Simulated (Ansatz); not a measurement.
## AlBClH3SSi, SMILES [SiH3][Al]1[S][B]1Cl: vertical energies of changing the electron count, step by step

Program: Ansatz's Python interface.

Run as a notebook:

**Cell 1**
```python
import ansatz as az
from ase import Atoms
```

**Cell 2**
```python
def energy(molecule, charge=0, unpaired=0):
    calc = (
        molecule.calculation()
        .basis(gaussian="def2-SVPD")
        .functional("PBE0", dispersion="d3bj")  # level of theory
    )
    if charge:
        calc = calc.charge(charge)
    if unpaired:
        calc = calc.spin("collinear", total=unpaired)
    report = calc.run(threads=1).report
    if report["published_state_doubts"]:
        print("  doubts:", report["published_state_doubts"])
    return report["free_energy_ev"]
```

**Cell 3**
```python
atoms = Atoms(["Si", "Al", "S", "B", "Cl", "H", "H", "H"], positions=[
    (-1.493, -0.7299, 0.5656),
    (0.7605, -0.2119, 0.3919),
    (2.6792, -0.6, -0.3181),
    (2.1541, 1.1944, -0.6386),
    (1.9833, 2.6053, -1.8121),
    (-2.2126, 0.4081, 1.2951),
    (-1.7031, -1.9587, 1.264),
    (-2.0762, -0.7643, -0.8035),
])
molecule = az.Crystal.molecule_from_ase(atoms)
```

**Cell 4**
```python
# total-energy differences at one geometry
parent = energy(molecule, 0, 0)
cation = energy(molecule, 1, 1)
print(f"E(N)   = {parent:.5f} eV")
print(f"E(N-1) = {cation:.5f} eV  (1 unpaired)")
print(f"vertical ionisation energy {cation - parent:.3f} eV")
anion = energy(molecule, -1, 1)
print(f"E(N+1) = {anion:.5f} eV  (1 unpaired)")
print(f"vertical electron affinity {parent - anion:.3f} eV" + ("" if anion < parent else " (unbound in this basis)"))
print(f"fundamental gap IP - EA = {cation + anion - 2 * parent:.3f} eV")
```
Output:
```text
E(N)   = -38530.68366 eV
E(N-1) = -38523.55484 eV  (1 unpaired)
vertical ionisation energy 7.129 eV
E(N+1) = -38531.64332 eV  (1 unpaired)
vertical electron affinity 0.960 eV
fundamental gap IP - EA = 6.169 eV
```

At this unrelaxed geometry removing an electron costs 7.13 eV and adding one releases 0.96 eV.

Total energies depend on the basis set; only differences at equal settings carry meaning. The geometry is a force-field or estimated start, not a minimum of this method, and the basis set is short of its limit. All parts are taken at fixed geometry, without zero-point energy. At an unrelaxed start these energies can be a whole eV from those at the minimum, and a small affinity can change sign. The whole script took 26 s on 1 thread of AMD EPYC 9R45 (Zen 5), with other jobs on the host, peak memory 0.6 GiB.

(Lines on the test bed's own set-up are left out of the output.)
